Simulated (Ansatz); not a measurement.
Run this with the Python package of Ansatz (0.2.0) and show what comes out.

Script `methods_c2h4clnsi.py`:
```python
# -*- coding: utf-8 -*-
'''One geometry of C2H4ClNSi, method by method.'''

from pathlib import Path

import ansatz
import numpy as np

geometry_ang = [
    ('N', [2.8259, -1.1305, 0.089]),
    ('C', [1.8836, -0.452, 0.1213]),
    ('Si', [0.3653, 0.6486, 0.14]),
    ('C', [-1.1676, -0.2757, -0.3017]),
    ('Cl', [-1.5822, -1.4256, 0.9895]),
    ('H', [0.2062, 1.3271, 1.4581]),
    ('H', [0.5413, 1.7538, -0.8451]),
    ('H', [-2.0206, 0.398, -0.422]),
    ('H', [-1.0518, -0.8438, -1.229]),
]
geometry = ansatz.Crystal.molecule()
for symbol, xyz in geometry_ang:
    geometry = geometry.atom(symbol, xyz)

calculation = geometry.calculation().basis(gaussian='cc-pVDZ')

print('functional    E (Ha)        dipole (D)   HOMO (eV)  LUMO (eV)')
for name in ['r2scan0', 'revpbe', 'hf', 'r2scan', 'blyp', 'lc_wpbe']:
    r = calculation.functional(name).forces().orbitals().run(runs_dir='runs').report
    lines = Path(r['orbitals_path']).read_text().splitlines()
    field_of = lambda key: [line.split('=')[1].strip() for line in lines if line.startswith(key)]
    orbitals = [(27.211386 * float(e), s, float(n)) for e, s, n in zip(field_of('Ene='), field_of('Spin='), field_of('Occup='))]
    homo = max(e for e, _, n in orbitals if n > 0.5)
    lumo = min(e for e, _, n in orbitals if n < 0.5)
    dipole = 4.803205 * np.linalg.norm(r['charge_distribution']['dipole_moment_e_ang'])
    print(f'{name:10s} {r["free_energy_ev"] / 27.211386246:14.6f} {dipole:9.3f} {homo:11.3f} {lumo:10.3f}')
```

```console
$ python methods_c2h4clnsi.py
functional    E (Ha)        dipole (D)   HOMO (eV)  LUMO (eV)
r2scan0       -882.896030     3.888      -8.795     -0.593
revpbe        -882.873515     3.623      -7.115     -1.505
hf            -880.955380     4.072     -11.844      2.858
r2scan        -882.919553     3.795      -7.518     -1.459
blyp          -882.991606     3.608      -6.958     -1.403
lc_wpbe       -882.738018     3.840     -11.354      1.674
```

Notes:
- Total energies depend on the basis set; only differences at equal settings carry meaning.
- The geometry is a force-field or estimated start, not a minimum of this method, and the basis set is short of its limit. A lower total doesn't mark the better method: functionals have no common bound, and MP2 and coupled cluster aren't variational.
- Levels such as HOMO and LUMO are orbital energies: with these approximate functionals they aren't the ionisation energy and electron affinity, and their gap isn't the fundamental gap.
- For Al to Cl the sets with a tight d function, cc-pV(X+d)Z, are usual.
- Hardware and time: 14 s on 1 thread of Intel(R) Xeon(R) 6975P-C (Granite Rapids), on a shared host, peak memory 0.29 GiB.

(Lines on the test bed's own set-up are left out of the output.)
